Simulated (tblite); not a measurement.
# C4H14BNSi2: the cost of one run

Computed with tblite 0.8.0 and PySCF 2.14.0, with density-fitted response routines of our own, on a single molecule in the gas phase. Atoms count from 0, in the outputs and in this text.

### Step 1. The molecule as given

22 atoms, charge 0, multiplicity 1; geometry from: force field or distance geometry start.

Bonds of the start (Å): C0–C1 1.31, C1–C2 1.52, C2–C3 1.50, C2–B4 1.57, B4–Si5 1.96, Si5–N6 1.78, Si5–Si7 2.23, C0–H8 1.07, C0–H9 1.08, C1–H10 1.09, C2–H11 1.11, C3–H12 1.09, C3–H13 1.12, C3–H14 1.10, B4–H15 1.19, Si5–H16 1.45, N6–H17 1.03, N6–H18 1.04, Si7–H19 1.47, Si7–H20 1.47, Si7–H21 1.49.

### Step 2. Geometry optimisation with GFN2-xTB

What the job is given:

```
{"job": {"kind": "relax", "xc": "GFN2-xTB", "basis": "xTB"}, "charge": 0, "multiplicity": 1}
C     -3.257100     0.783900    -0.341600
C     -2.012100     0.993400     0.024000
C     -1.287800    -0.065100     0.841700
C     -1.386800    -1.378800     0.121900
B      0.231900     0.282300     1.027900
Si     1.410500     0.468300    -0.528100
N      2.271500     2.029900    -0.459700
Si     2.907500    -1.186500    -0.484600
H     -3.847100     1.474600    -0.914100
H     -3.727000    -0.142100    -0.036900
H     -1.459600     1.902600    -0.225700
H     -1.803600    -0.144300     1.821000
H     -2.179700    -1.332600    -0.620800
H     -1.669900    -2.155900     0.876100
H     -0.415800    -1.697500    -0.293800
H      0.715600    -0.077100     2.054900
H      0.646600     0.401800    -1.759800
H      1.885900     2.660000     0.264400
H      3.296500     1.944700    -0.285200
H      4.252700    -0.699100    -0.814000
H      2.881600    -1.839200     0.831400
H      2.535800    -2.203900    -1.500700
```

Launch:

```sh
$ OMP_NUM_THREADS=1 python probes_run.py task.json out
```

One launch serves the whole session: the jobs run in the order shown.

Q: Estimate the wall time and peak memory of this first job on 1 thread of Arm Neoverse N1, shared host.

About 3.9 s, with a peak of 0.19 GiB.
